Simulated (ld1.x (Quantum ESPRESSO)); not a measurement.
# Ga: generating and testing a TM potential

Aim: build the potential from the settings below, then test how well it stands in for the atom: other configurations, scattering, ghost states and the plane-wave cutoff that it needs.

Method: ld1.x (Quantum ESPRESSO) 7.5, PBE, scalar-relativistic.

## Step 1: The atom and the settings

The settings as typed:

| Item | Value |
| --- | --- |
| element | gallium (Ga, Z = 31) |
| type | norm-conserving Troullier–Martins (Kleinman–Bylander form) |
| frozen core | [Ar] 3d10 |
| valence charge | 3 |
| reference configuration | 4s2 4p1 |
| partial waves | 4s (bound): rc 1.40 bohr; 4p (bound): rc 2.70 bohr; 4d channel at -0.1 Ry: rc 2.45 bohr |
| local potential | all-electron potential smoothed inside 2.40 bohr (lloc = -1) |
| core correction | not asked for |

The outer shells as boxes (Hund's rule for the drawing; the calculation is spin-unpolarised):

```
[Ar] core
3d [↑↓][↑↓][↑↓][↑↓][↑↓]
4s [↑↓]
4p [↑ ][  ][  ]
```

## Step 2: Generating the potential

Ga.in

```
 &input
   title='Ga', zed=31., rel=1, dft='PBE', iswitch=3,
   config='[Ar] 3d10 4s2 4p1 4d-2',
   nld=3, rlderiv=2.95, eminld=-3.0, emaxld=5.0, deld=0.02
 /
 &inputp
   pseudotype=2, tm=.true., lloc=-1, rcloc=2.40,
   nlcc=.false.,
   file_pseudopw='Ga.UPF', file_wfcaegen='ae.wfc', file_wfcncgen='nc.wfc', file_beta='beta', file_chi='chi'
 /
3
4S  1  0   2.00   0.00  1.40  1.40  0.0
4P  2  1   1.00   0.00  2.70  2.70  0.0
4D  3  2  -2.00  -0.10  2.45  2.45  0.0
 &test
   configts(1)='4s2 4p1'
 /
```

On the command line:

```bash
ld1.x < Ga.in > Ga.out
```

The output, Ga.out (without the banner and most projector matrices):

```text
     Program LD1 v.7.5
     --------------------------- All-electron run ----------------------------

     Ga
     scalar relativistic calculation

     atomic number is 31.00
     dft =PBE   lsd =0 sic =0 latt =0  beta=0.20 tr2=1.0E-14
     Exchange-correlation= PBE
                           (   1   4   3   4   0   0   0)
     mesh =1205 r(mesh) = 101.09016 a.u. xmin = -7.00 dx = 0.01250
     1 Ry =  13.60569312 eV, c = 137.03599908

     n l     nl                  e(Ry)          e(Ha)          e(eV)
     1 0     1S 1( 2.00)      -751.8885      -375.9443    -10229.9645
     2 0     2S 1( 2.00)       -92.7792       -46.3896     -1262.3250
     2 1     2P 1( 6.00)       -80.7630       -40.3815     -1098.8366
     3 0     3S 1( 2.00)       -10.8870        -5.4435      -148.1258
     3 1     3P 1( 6.00)        -7.2660        -3.6330       -98.8592
     3 2     3D 1(10.00)        -1.4078        -0.7039       -19.1544
     4 0     4S 1( 2.00)        -0.6577        -0.3288        -8.9483
     4 1     4P 1( 1.00)        -0.1896        -0.0948        -2.5791

     final scf error:  1.8E-15 reached in  28 iterations

     Etot =   -3887.879138 Ry,   -1943.939569 Ha,  -52897.290452 eV

     Ekin =    3953.977613 Ry,    1976.988806 Ha,   53796.606017 eV
     Encl =   -9369.232565 Ry,   -4684.616282 Ha, -127474.903073 eV
     Eh   =    1678.315257 Ry,     839.157629 Ha,   22834.642352 eV
     Exc  =    -150.939443 Ry,     -75.469722 Ha,   -2053.635748 eV

     normalization and overlap integrals

     s(1S/1S) =  1.000000  <r> =   0.0486  <r2> =    0.0032  r(max) =   0.0319
     s(2S/2S) =  1.000000  <r> =   0.2178  <r2> =    0.0560  r(max) =   0.1833
     s(2P/2P) =  1.000000  <r> =   0.1907  <r2> =    0.0446  r(max) =   0.1464
     s(3S/3S) =  1.000000  <r> =   0.6518  <r2> =    0.4906  r(max) =   0.5647
     s(3P/3P) =  1.000000  <r> =   0.6791  <r2> =    0.5442  r(max) =   0.5647
     s(3D/3D) =  1.000000  <r> =   0.8106  <r2> =    0.8629  r(max) =   0.5305
     s(4S/4S) =  1.000000  <r> =   2.3423  <r2> =    6.3902  r(max) =   1.8984
     s(4P/4P) =  1.000000  <r> =   3.4262  <r2> =   14.2371  r(max) =   2.5307

     ------------------------ End of All-electron run ------------------------

     --------------------- Generating NC pseudopotential ---------------------

      Generating local potential from pseudized AE potential:
      Matching radius rcloc =   2.4000

      Local pseudo, rcloc= 2.377 Estimated cut-off energy=     4.30 Ry

      Wfc   4S  rcut= 1.406  Using Troullier-Martins method

      Wfc   4P  rcut= 2.694  Using Troullier-Martins method

      Wfc   4D  rcut= 2.438  Using Troullier-Martins method

     ------------------- End of pseudopotential generation -------------------

     [... the all-electron block is printed once more ...]


     Computing logarithmic derivative in   2.95880
     Computing logarithmic derivative in   2.95880
     Computing the partial wave expansion
     R is outside the sphere for l=    0 j= 0.00
     R is outside the sphere for l=    1 j= 0.00
     R is outside the sphere for l=    2 j= 0.00

     ---------------------- Testing the pseudopotential ----------------------

     Ga
     scalar relativistic calculation

     atomic number is 31.00   valence charge is  3.00
     dft =PBE   lsd =0 sic =0 latt =0  beta=0.20 tr2=1.0E-14
     mesh =1205 r(mesh) = 101.09016 xmin = -7.00 dx = 0.01250

     n l     nl             e AE (Ry)        e PS (Ry)    De AE-PS (Ry)
     1 0     4S   1( 2.00)       -0.65769       -0.65769       -0.00000
     2 1     4P   1( 1.00)       -0.18956       -0.18956        0.00000

     eps = 9.3E-15  iter =  5

     Etot =   -3887.879138 Ry,   -1943.939569 Ha,  -52897.290452 eV
     Etotps =    -4.192253 Ry,      -2.096127 Ha,     -57.038510 eV

     Ekin =       1.446307 Ry,       0.723154 Ha,      19.678010 eV
     Encl =      -8.030915 Ry,      -4.015457 Ha,    -109.266160 eV
     Ehrt =       3.052467 Ry,       1.526234 Ha,      41.530934 eV
     Ecxc =      -1.265917 Ry,      -0.632958 Ha,     -17.223674 eV
     Epseu=       0.605804 Ry,       0.302902 Ha,       8.242379 eV

     ---------------------- End of pseudopotential test ----------------------
```

Run time: 1 s. Hardware: 1 thread of Neoverse-V2, shared host. (Generation and the later configuration tests together.)

All-electron and pseudo partial waves u(r) = r·R(r), from the program's wave files:

```tsv
r (bohr)	4p AE	4p PS	4s AE	4s PS
0.135	0.1163	0.0041	0.1883	0.0466
0.270	-0.0517	0.0165	-0.0268	0.0904
0.405	-0.1850	0.0367	-0.2756	0.1293
0.540	-0.2007	0.0643	-0.3007	0.1635
0.675	-0.1393	0.0987	-0.1754	0.1972
0.810	-0.0445	0.1389	0.0061	0.2386
0.945	0.0579	0.1838	0.1890	0.2976
1.080	0.1551	0.2322	0.3484	0.3804
1.215	0.2418	0.2824	0.4762	0.4798
1.350	0.3163	0.3326	0.5721	0.5721
1.485	0.3785	0.3810	0.6395	0.6395
1.620	0.4295	0.4256	0.6825	0.6825
1.755	0.4702	0.4649	0.7057	0.7057
1.890	0.5019	0.4975	0.7128	0.7128
2.025	0.5257	0.5230	0.7075	0.7075
2.160	0.5424	0.5412	0.6926	0.6926
2.295	0.5532	0.5529	0.6704	0.6704
2.430	0.5589	0.5588	0.6431	0.6431
2.565	0.5601	0.5601	0.6122	0.6122
2.700	0.5577	0.5577	0.5791	0.5791
2.835	0.5521	0.5521	0.5447	0.5447
2.970	0.5440	0.5440	0.5101	0.5101
3.105	0.5338	0.5338	0.4757	0.4757
3.240	0.5219	0.5219	0.4421	0.4421
3.375	0.5088	0.5088	0.4096	0.4096
3.510	0.4946	0.4946	0.3785	0.3785
```

## Step 3: Testing the new file in other configurations

Ga.test.in

```
 &input
   title='Ga', zed=31., rel=1, dft='PBE', iswitch=2,
   config='[Ar] 3d10 4s2 4p1 4d-2'
 /
 &test
   file_pseudo='Ga.UPF', nconf=8,
   configts(1)='4s2 4p1',
   configts(2)='4s2 4p0',
   configts(3)='4s1 4p0',
   configts(4)='4s2 4p0.5',
   configts(5)='4s0 4p3',
   configts(6)='4s1 4p1',
   configts(7)='4s2 4p1.3',
   configts(8)='4s1 4p2'
 /
```

On the command line:

```bash
ld1.x < Ga.test.in > Ga.test.out
```

Ga.test.out, the pseudopotential blocks:

```text
     ---------------------- Testing the pseudopotential ----------------------

     Ga
     scalar relativistic calculation

     atomic number is 31.00   valence charge is  3.00
     dft =PBE   lsd =0 sic =0 latt =0  beta=0.20 tr2=1.0E-14
     mesh =1205 r(mesh) = 101.09016 xmin = -7.00 dx = 0.01250

     n l     nl             e AE (Ry)        e PS (Ry)    De AE-PS (Ry)
     1 0     4S   1( 2.00)       -0.65769       -0.65769       -0.00000
     2 1     4P   1( 1.00)       -0.18956       -0.18956        0.00000

     eps = 5.7E-15  iter =  3

     Etot =   -3887.879138 Ry,   -1943.939569 Ha,  -52897.290452 eV
     Etotps =    -4.192253 Ry,      -2.096127 Ha,     -57.038509 eV

     Ekin =       1.446307 Ry,       0.723154 Ha,      19.678013 eV
     Encl =      -8.030915 Ry,      -4.015457 Ha,    -109.266162 eV
     Ehrt =       3.052467 Ry,       1.526234 Ha,      41.530935 eV
     Ecxc =      -1.265917 Ry,      -0.632958 Ha,     -17.223674 eV
     Epseu=       0.605804 Ry,       0.302902 Ha,       8.242380 eV

     ---------------------- End of pseudopotential test ----------------------

     ---------------------- Testing the pseudopotential ----------------------

     Ga
     [...]
     n l     nl             e AE (Ry)        e PS (Ry)    De AE-PS (Ry)
     1 0     4S   1( 2.00)       -1.20034       -1.20089        0.00055
     2 1     4P   1( 0.00)       -0.66647       -0.66444       -0.00203

     eps = 3.8E-15  iter = 13

     Etot =   -3887.461073 Ry,   -1943.730537 Ha,  -52891.602393 eV
     Etotps =    -3.774874 Ry,      -1.887437 Ha,     -51.359778 eV
     dEtot_ae =       0.418065 Ry
     dEtot_ps =       0.417379 Ry,   Delta E=       0.000686 Ry

     [...]
     ---------------------- End of pseudopotential test ----------------------

     ---------------------- Testing the pseudopotential ----------------------

     Ga
     [...]
     n l     nl             e AE (Ry)        e PS (Ry)    De AE-PS (Ry)
     1 0     4S   1( 1.00)       -1.91606       -1.90252       -0.01354  !
     2 1     4P   1( 0.00)       -1.30377       -1.29106       -0.01271  !

     eps = 6.1E-15  iter = 12

     Etot =   -3885.908206 Ry,   -1942.954103 Ha,  -52870.474558 eV
     Etotps =    -2.225268 Ry,      -1.112634 Ha,     -30.276310 eV
     dEtot_ae =       1.970932 Ry
     dEtot_ps =       1.966985 Ry,   Delta E=       0.003946 Ry

     [...]
     ---------------------- End of pseudopotential test ----------------------

     ---------------------- Testing the pseudopotential ----------------------

     Ga
     [...]
     n l     nl             e AE (Ry)        e PS (Ry)    De AE-PS (Ry)
     1 0     4S   1( 2.00)       -0.91338       -0.91378        0.00039
     2 1     4P   1( 0.50)       -0.41320       -0.41259       -0.00061

     eps = 1.8E-15  iter = 13

     Etot =   -3887.729917 Ry,   -1943.864958 Ha,  -52895.260192 eV
     Etotps =    -4.043151 Ry,      -2.021576 Ha,     -55.009873 eV
     dEtot_ae =       0.149221 Ry
     dEtot_ps =       0.149102 Ry,   Delta E=       0.000119 Ry

     [...]
     ---------------------- End of pseudopotential test ----------------------

     ---------------------- Testing the pseudopotential ----------------------

     Ga
     [...]
     n l     nl             e AE (Ry)        e PS (Ry)    De AE-PS (Ry)
     1 0     4S   1( 0.00)       -0.80735       -0.79851       -0.00884  !
     2 1     4P   1( 3.00)       -0.29537       -0.29569        0.00032

     eps = 6.5E-15  iter = 16

     Etot =   -3886.896388 Ry,   -1943.448194 Ha,  -52883.919461 eV
     Etotps =    -3.217411 Ry,      -1.608705 Ha,     -43.775106 eV
     dEtot_ae =       0.982750 Ry
     dEtot_ps =       0.974842 Ry,   Delta E=       0.007908 Ry

     [...]
     ---------------------- End of pseudopotential test ----------------------

     ---------------------- Testing the pseudopotential ----------------------

     Ga
     [...]
     n l     nl             e AE (Ry)        e PS (Ry)    De AE-PS (Ry)
     1 0     4S   1( 1.00)       -1.28054       -1.27808       -0.00246
     2 1     4P   1( 1.00)       -0.73071       -0.73117        0.00046

     eps = 7.7E-15  iter = 14

     Etot =   -3886.919219 Ry,   -1943.459609 Ha,  -52884.230082 eV
     Etotps =    -3.232840 Ry,      -1.616420 Ha,     -43.985026 eV
     dEtot_ae =       0.959920 Ry
     dEtot_ps =       0.959413 Ry,   Delta E=       0.000506 Ry

     [...]
     ---------------------- End of pseudopotential test ----------------------

     ---------------------- Testing the pseudopotential ----------------------

     Ga
     [...]
     n l     nl             e AE (Ry)        e PS (Ry)    De AE-PS (Ry)
     1 0     4S   1( 2.00)       -0.52577       -0.52559       -0.00017
     2 1     4P   1( 1.30)       -0.07511       -0.07530        0.00019

     eps = 3.8E-15  iter = 13

     Etot =   -3887.918382 Ry,   -1943.959191 Ha,  -52897.824395 eV
     Etotps =    -4.231533 Ry,      -2.115766 Ha,     -57.572934 eV
     dEtot_ae =      -0.039244 Ry
     dEtot_ps =      -0.039280 Ry,   Delta E=       0.000035 Ry

     [...]
     ---------------------- End of pseudopotential test ----------------------

     ---------------------- Testing the pseudopotential ----------------------

     Ga
     [...]
     n l     nl             e AE (Ry)        e PS (Ry)    De AE-PS (Ry)
     1 0     4S   1( 1.00)       -0.73819       -0.73571       -0.00248
     2 1     4P   1( 2.00)       -0.24611       -0.24701        0.00091

     eps = 9.6E-15  iter = 10

     Etot =   -3887.398627 Ry,   -1943.699314 Ha,  -52890.752772 eV
     Etotps =    -3.713171 Ry,      -1.856585 Ha,     -50.520264 eV
     dEtot_ae =       0.480511 Ry
     dEtot_ps =       0.479082 Ry,   Delta E=       0.001428 Ry

     [...]
     ---------------------- End of pseudopotential test ----------------------
```

The tests as a table, with energies relative to 4s2 4p1.

```tsv
valence configuration	charge	ΔE all-electron (eV)	error AE − PS (meV)
4s2 4p0	+1	5.688	+9.3
4s1 4p0	+2	26.816	+54
4s2 4p0.5	+0.5	2.030	+1.6
4s0 4p3	0	13.371	+108
4s1 4p1	+1	13.060	+6.9
4s2 4p1.3	-0.3	-0.534	+0.5
4s1 4p2	0	6.538	+19
```

## Step 4: Does it scatter like the atom?

Taken from the files of the generation run. The phase is arctan(r·u′/u) with u = r·R, unwrapped, with energies in Ry. A pole is an energy at which the radial function vanishes at the test radius. The pseudo phase is shifted by a multiple of π to meet the all-electron one at the reference energy. Levels narrower than the energy grid can be missing from the poles. The last column is the largest difference on the grid between −1 and +1 Ry.

| channel | radius (bohr) | reference (Ry) | poles AE | poles PS | window around the reference with phases within 0.05 rad (Ry) | largest difference near zero (rad) |
| --- | --- | --- | --- | --- | --- | --- |
| s | 2.96 | -0.66 | -0.03 | -0.03, 4.35 | below 1.7 | 0.006 |
| p | 2.96 | -0.19 | 0.91 | 0.89 | below 2.2 | 0.004 |
| d | 2.96 | -0.10 | -1.39, 2.58 | 2.12 | -1.3 to 0.5 | 0.215 |

Phases (rad) along the scan:

```tsv
E (Ry)	d AE	d PS	p AE	p PS
-3.00	1.379	-1.758	1.359	1.359
-2.52	1.362	-1.773	1.335	1.335
-2.04	1.338	-1.792	1.300	1.300
-1.56	1.273	-1.817	1.245	1.244
-1.08	-1.836	-1.854	1.136	1.135
-0.60	-1.908	-1.912	0.817	0.816
-0.12	-2.021	-2.021	-0.594	-0.595
0.36	-2.294	-2.310	-1.362	-1.364
0.84	-3.243	-3.458	-1.554	-1.558
1.32	-4.243	-4.389	-1.656	-1.664
1.80	-4.536	-4.631	-1.744	-1.764
2.28	-4.661	-4.744	-1.861	-1.918
2.76	-4.739	-4.826	-2.103	-2.376
3.24	-4.806	-4.910	-2.954	-3.857
3.72	-4.883	-5.026	-4.100	-4.406
4.20	-5.006	-5.247	-4.423	-4.564
4.68	-5.324	-5.854	-4.547	-4.643
```

## Step 5: Plane-wave convergence, by spherical Bessel functions

This step uses the generator's waves and projectors in a separate script. Basis: spherical Bessel functions vanishing at 20 bohr, q² up to the cutoff; potential fixed at the reference.

All-electron valence levels (Ry): 4s -0.6577, 4p -0.1896. The lowest levels of each channel (Ry) by cutoff; the last column sums, over occupied levels, occupation times the distance from the level at 400 Ry. A positive value at high cutoff is not a bound level.

```tsv
cutoff (Ry)	s #1	p #1	d #1	f #1	Σ f·Δε (mRy)
8	-0.6211	-0.1888	-0.0664	0.1018	73.9
12	-0.6326	-0.1894	-3.3874	0.1018	50.3
21	-0.6383	-0.1895	-30.6299	0.1018	38.8
30	-0.6499	-0.1896	-38.0884	0.1018	15.5
35	-0.6540	-0.1896	-38.9191	0.1018	7.5
45	-0.6553	-0.1896	-39.2951	0.1018	4.8
55	-0.6557	-0.1896	-39.4758	0.1018	4.0
80	-0.6573	-0.1896	-39.5226	0.1018	0.7
100	-0.6574	-0.1896	-39.5386	0.1018	0.6
400	-0.6577	-0.1896	-39.5427	0.1018	0.0
```

The sum stays within 10 mRy from 35 Ry and within 1 mRy from 80 Ry. The sum leaves out empty levels, which can need more. Ghost test: ghost state, bound below the all-electron valence or empty levels of the same l: d at -538.0 eV.

## Step 6: Results

| quantity | value |
| --- | --- |
| cutoffs for 10 and 1 mRy, occupied levels | 35 Ry and 80 Ry |
| bound ghosts | d at -538.01 eV |
| largest test error (AE − PS) | +108 meV, for 4s0 4p3 |
| largest phase difference near zero energy, channels read | 0.215 rad |

It has a bound ghost (d), a state that the atom doesn't have, and that rules the file out. The worst unpolarised test, 4s0 4p3, is off by 108 meV on 13.4 eV; by total energies transferability rates as poor. It counts as soft on the atom at that tolerance, with 35 Ry needed at the looser tolerance. The slowest occupied level is 4s: taken alone it needs 70 Ry to come within 1 mRy, against 6 Ry or less for 4p. Near zero energy the largest phase difference among the channels read is 0.21 rad, in the d channel. These are tests on the free atom; a crystal test is still owed.
